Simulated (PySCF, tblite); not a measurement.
**C₄H₁₆N₂OSi₂: geometry, infrared bands and NMR shifts**

What infrared bands and NMR shifts should C₄H₁₆N₂OSi₂ (`CC[SiH2]O[Si@@H](N)N(C)C`) show?

Programs: tblite 0.8.0 and PySCF 2.14.0, with density-fitted response routines of our own. Each step states its level of theory. These are calculated values for one molecule in the gas phase, unless marked as measured. Atoms count from 0, in the outputs and in this text.

**1. Starting geometry**

25 atoms, charge 0, multiplicity 1; geometry from: force field or distance geometry start.

Bonds of the start (Å): C0–C1 1.55, C1–Si2 1.84, Si2–O3 1.69, O3–Si4 1.69, Si4–N5 1.80, Si4–N6 1.74, N6–C7 1.46, N6–C8 1.43, C0–H9 1.09, C0–H10 1.10, C0–H11 1.12, C1–H12 1.10, C1–H13 1.09, Si2–H14 1.49, Si2–H15 1.48, Si4–H16 1.49, N5–H17 1.05, N5–H18 1.02, C7–H19 1.09, C7–H20 1.11, C7–H21 1.11, C8–H22 1.11, C8–H23 1.08, C8–H24 1.12.

**2. Geometry optimisation with GFN2-xTB**

The job: settings as JSON, then the geometry in Å.

```
{"job": {"kind": "relax", "xc": "GFN2-xTB", "basis": "xTB"}, "charge": 0, "multiplicity": 1}
C      3.921100    -0.651300     0.325700
C      2.972400     0.570400     0.378200
Si     1.565000     0.210200    -0.748300
O      0.213600     1.219200    -0.588000
Si    -0.960100     0.767300     0.540100
N     -2.204900     2.073000     0.556200
N     -1.798700    -0.731100     0.270100
C     -3.217800    -0.563300     0.557700
C     -1.691600    -1.354800    -1.012400
H      4.915100    -0.304400     0.051400
H      3.865900    -1.226000     1.261300
H      3.538700    -1.289100    -0.513100
H      3.577100     1.417200     0.026500
H      2.698300     0.771100     1.416600
H      2.049700     0.437900    -2.135400
H      1.168200    -1.217100    -0.681900
H     -0.430800     0.741000     1.930700
H     -2.103300     2.646300     1.425800
H     -2.152500     2.639400    -0.295200
H     -3.372600    -0.409200     1.628500
H     -3.554200     0.338300     0.013900
H     -3.831800    -1.415100     0.182700
H     -1.483500    -2.431000    -0.824200
H     -0.990300    -0.914600    -1.706100
H     -2.704100    -1.300100    -1.494200
```

Launch:

```
OMP_NUM_THREADS=1 python probes_run.py task.json out
```

This one command runs all jobs of the session in turn.

**Question.** This job is followed by: GFN2-xTB harmonic vibrations, gas phase; GIAO PBE0/pcSseg-1 NMR shielding, non-relativistic, gas phase. What will the session give for the following? strongest single infrared mode (GFN2-xTB); zero-point energy (GFN2-xTB); 13C shifts against TMS (PBE0/pcSseg-1, means over atoms taken as alike); 1H shifts against TMS (PBE0/pcSseg-1, means over atoms taken as alike); 29Si shifts against TMS (PBE0/pcSseg-1); 17O shifts against H2O (PBE0/pcSseg-1); 15N shifts against NH3 (PBE0/pcSseg-1).

The runs gave:

| quantity | value |
| --- | --- |
| strongest single infrared mode (GFN2-xTB) | 1105 cm⁻¹, 661 km/mol |
| zero-point energy (GFN2-xTB) | 126.1 kcal/mol |
| 13C shifts against TMS (PBE0/pcSseg-1, means over atoms taken as alike) | 39.0, 12.0, 6.6 ppm |
| 1H shifts against TMS (PBE0/pcSseg-1, means over atoms taken as alike) | 5.18, 5.09, 4.71, 2.67, 1.08, 1.01, 0.97, 0.55 ppm |
| 29Si shifts against TMS (PBE0/pcSseg-1) | -24.2, -48.2 ppm |
| 17O shifts against H2O (PBE0/pcSseg-1) | 68.8 ppm |
| 15N shifts against NH3 (PBE0/pcSseg-1) | 33.2, 29.6 ppm |

**Reading.** Over 206 steps the energy fell by 1.447 eV; of the close pairs, Si2–O3 changed most, 1.694 to 1.612 Å. The lowest mode is slightly imaginary (4i cm⁻¹), a soft motion within the noise of the Hessian, so the minimum is not strictly shown. The strongest single mode, at 1105 cm⁻¹, moves mainly O3. GFN2-xTB is a fitted tight-binding method: band positions and strengths are rough. Its intensities can rank the bands wrongly. The most deshielded carbon is C7, C8 (mean) (methyl carbon bonded to N), at 39.0 ppm: deshielded by the electronegative neighbour. At PBE0/pcSseg-1: Shielding is most anisotropic at Si2 (span 94 ppm, paramagnetic term -511 ppm).
